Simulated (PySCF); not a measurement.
# [Hf(SH)2]2+: a change of charge

Aim: at the relaxed geometry of [Hf(SH)2]2+, try a change of charge. It is a constructed species; whether it can be made isn't addressed.

Program: PySCF 2.14.0. Level of theory: PBE0, Hf def2-SVP with ECP60, S def2-SVP, H def2-SVP; scalar-relativistic core potentials, no spin–orbit coupling. These are calculated values, not measurements.

1 further run of the same task is left out (for a known fault of the program).

### Step 1. The starting structure

5 atoms, charge 2, spin multiplicity 1.

Bond lengths: Hf1–S2 2.300 Å, Hf1–S4 2.300 Å, S2–H3 1.373 Å, S4–H5 1.373 Å. Angles: S2–Hf1–S4 92.0°, Hf1–S2–H3 96.8°, Hf1–S4–H5 96.8°.

Coordinates:

```xyz
5
charge 2, multiplicity 1
Hf    0.0000    0.0000   -0.7951
S     1.6527   -0.0889    0.8020
H     2.7078   -0.2346   -0.0641
S    -1.6527    0.0889    0.8020
H    -2.7078    0.2346   -0.0641
```

Formal oxidation states: Hf +4. An earlier session relaxed this geometry at PBE0, Hf def2-SVP with ECP60, S def2-SVP, H def2-SVP (singlet, point group C2).

Its energy there is -844.343989 Eh.

### Step 2. One electron removed, multiplicity 2

Input file run.py (the lines that set the calculation):

```python
mol = gto.M(atom='''
Hf     0.00000     0.00000    -0.79511
S      1.65274    -0.08892     0.80196
H      2.70782    -0.23462    -0.06406
S     -1.65274     0.08892     0.80196
H     -2.70782     0.23462    -0.06406''',
    basis={'Hf': 'def2-SVP', 'S': 'def2-SVP', 'H': 'def2-SVP'},
    ecp={'Hf': 'def2-SVP'},
    charge=3, spin=1)
mf = dft.UKS(mol, xc='PBE0')
mf.grids.atom_grid = (50, 194)
mf = mf.density_fit()  # fitting sets: Hf def2-universal-JKFIT, S def2-universal-JKFIT, H def2-universal-JKFIT
mf.conv_tol = 1e-08; mf.max_cycle = 55
mf.kernel(dm0)  # dm0: the density of the relaxed state
```

The run is started by

```
OMP_NUM_THREADS=2 python run.py
```

Standard output:

```text
init E= -844.355586457454
  HOMO = -0.693195859332  LUMO = -0.686384911473  gap/eV = 0.18534
cycle= 1 E= -843.552634876882  delta_E= 0.803  |g|= 0.165  |ddm|= 0.649
  HOMO = -0.946926570829  LUMO = -0.891512985551  gap/eV = 1.50788
cycle= 2 E= -843.563477369686  delta_E= -0.0108  |g|= 0.133  |ddm|= 0.43
  HOMO = -0.911252546297  LUMO = -0.855599059296  gap/eV = 1.51441
cycle= 3 E= -843.573174665003  delta_E= -0.0097  |g|= 0.0308  |ddm|= 0.17
  HOMO = -0.908411952337  LUMO = -0.851274970839  gap/eV = 1.55478
cycle= 4 E= -843.5735439717  delta_E= -0.000369  |g|= 0.0261  |ddm|= 0.0738
  HOMO = -0.907871427918  LUMO = -0.84980193733  gap/eV = 1.58015
cycle= 5 E= -843.574159573387  delta_E= -0.000616  |g|= 0.00826  |ddm|= 0.0454
  HOMO = -0.907208510366  LUMO = -0.848257957294  gap/eV = 1.60413
cycle= 6 E= -843.574332183131  delta_E= -0.000173  |g|= 0.00319  |ddm|= 0.027
  HOMO = -0.907230533342  LUMO = -0.84713702744  gap/eV = 1.63523
cycle= 7 E= -843.574405939021  delta_E= -7.38e-05  |g|= 0.000976  |ddm|= 0.0291
  HOMO = -0.90717476897  LUMO = -0.846879182668  gap/eV = 1.64073
cycle= 8 E= -843.574409989383  delta_E= -4.05e-06  |g|= 0.0002  |ddm|= 0.00704
  HOMO = -0.907161210456  LUMO = -0.846846204996  gap/eV = 1.64125
cycle= 9 E= -843.574410169381  delta_E= -1.8e-07  |g|= 6.08e-05  |ddm|= 0.00152
  HOMO = -0.907160421519  LUMO = -0.846842685076  gap/eV = 1.64133
cycle= 10 E= -843.574410183762  delta_E= -1.44e-08  |g|= 2.24e-05  |ddm|= 0.000382
  HOMO = -0.907162002214  LUMO = -0.846843387377  gap/eV = 1.64135
cycle= 11 E= -843.574410185594  delta_E= -1.83e-09  |g|= 6.45e-06  |ddm|= 0.000136
  HOMO = -0.907161196331  LUMO = -0.846843057729  gap/eV = 1.64134
Extra cycle  E= -843.574410185731  delta_E= -1.38e-10  |g|= 5.72e-06  |ddm|= 3.08e-05
converged SCF energy = -843.574410185731  <S^2> = 0.80202823  2S+1 = 2.0513686
```

Wall time 1.5 s (2 threads of Arm Neoverse V2, shared host).

Read off: E = -843.574410 Eh (+20.941 eV from the relaxed state), HOMO -24.69 eV, LUMO -23.04 eV (over both spins), ⟨S²⟩ = 0.802, Mulliken charge on Hf1 +1.65 e. 

### Step 3. One electron added, multiplicity 2

run.py (the lines that set the calculation): that of step 2 with these lines changed.

```diff
@@ -8,3 +8,3 @@
     ecp={'Hf': 'def2-SVP'},
-    charge=3, spin=1)
+    charge=1, spin=1)
 mf = dft.UKS(mol, xc='PBE0')
```

The run is started by

```
OMP_NUM_THREADS=2 python run.py
```

Standard output:

```text
init E= -844.354578470929
  HOMO = -0.527462669732  LUMO = -0.522982275737  gap/eV = 0.12192
cycle= 1 E= -844.754668874789  delta_E= -0.4  |g|= 0.262  |ddm|=  1.2
  HOMO = -0.300605994094  LUMO = -0.215438366906  gap/eV = 2.31753
cycle= 2 E= -844.66931442531  delta_E= 0.0854  |g|= 0.422  |ddm|= 1.08
  HOMO = -0.386758933144  LUMO = -0.281797375245  gap/eV = 2.85615
cycle= 3 E= -844.809031904322  delta_E= -0.14  |g|= 0.042  |ddm|= 0.708
  HOMO = -0.397572082635  LUMO = -0.289907652688  gap/eV = 2.92970
cycle= 4 E= -844.810001316518  delta_E= -0.000969  |g|= 0.0193  |ddm|= 0.0884
  HOMO = -0.398918013209  LUMO = -0.289288502238  gap/eV = 2.98317
cycle= 5 E= -844.810270246976  delta_E= -0.000269  |g|= 0.00596  |ddm|= 0.0365
  HOMO = -0.39920969688  LUMO = -0.288841453806  gap/eV = 3.00327
cycle= 6 E= -844.810318046431  delta_E= -4.78e-05  |g|= 0.00165  |ddm|= 0.0159
  HOMO = -0.399476174276  LUMO = -0.288573247961  gap/eV = 3.01782
cycle= 7 E= -844.810347983434  delta_E= -2.99e-05  |g|= 0.000917  |ddm|= 0.0225
  HOMO = -0.399540850479  LUMO = -0.288440917717  gap/eV = 3.02318
cycle= 8 E= -844.810359941034  delta_E= -1.2e-05  |g|= 0.000579  |ddm|= 0.0154
  HOMO = -0.399597473332  LUMO = -0.288412515903  gap/eV = 3.02550
cycle= 9 E= -844.810366867294  delta_E= -6.93e-06  |g|= 0.000378  |ddm|= 0.0146
  HOMO = -0.399673405263  LUMO = -0.288421088644  gap/eV = 3.02733
cycle= 10 E= -844.810370205523  delta_E= -3.34e-06  |g|= 0.000187  |ddm|= 0.0142
  HOMO = -0.39971866294  LUMO = -0.28843056617  gap/eV = 3.02830
cycle= 11 E= -844.810370645904  delta_E= -4.4e-07  |g|= 5.3e-05  |ddm|= 0.00627
  HOMO = -0.39973143364  LUMO = -0.28843611495  gap/eV = 3.02850
cycle= 12 E= -844.810370656987  delta_E= -1.11e-08  |g|= 1.65e-05  |ddm|= 0.000868
  HOMO = -0.399726668912  LUMO = -0.288432118577  gap/eV = 3.02848
cycle= 13 E= -844.810370657299  delta_E= -3.13e-10  |g|= 7.84e-06  |ddm|= 8.38e-05
  HOMO = -0.399729797221  LUMO = -0.288434570301  gap/eV = 3.02850
Extra cycle  E= -844.810370657326  delta_E= -2.68e-11  |g|= 1.42e-05  |ddm|= 5.14e-05
converged SCF energy = -844.810370657326  <S^2> = 0.75663405  2S+1 = 2.0066231
```

Run time: 1.7 s. Hardware: 2 threads of Arm Neoverse V2, shared host.

Read off: E = -844.810371 Eh (-12.691 eV from the relaxed state), HOMO -10.88 eV, LUMO -8.00 eV (over both spins), ⟨S²⟩ = 0.757, Mulliken charge on Hf1 +0.83 e. 

### Step 4. The states side by side

| state | energy from the relaxed state (eV) | ⟨S²⟩ | time |
| --- | --- | --- | --- |
| charge +2, singlet, vacuum (relaxed) | 0 | 0.00 |  |
| charge +1, doublet, vacuum | -12.69 | 0.76 | 1.7 s |
| charge +3, doublet, vacuum | 20.94 | 0.80 | 1.5 s |

An electron taken off or put on is at rest in vacuum. 

Removing an electron vertically costs 20.94 eV (doublet), against −HOMO = 18.83 eV. Adding an electron vertically releases 12.69 eV (doublet). The bases are small and lack diffuse functions. Spin–orbit coupling is left out.
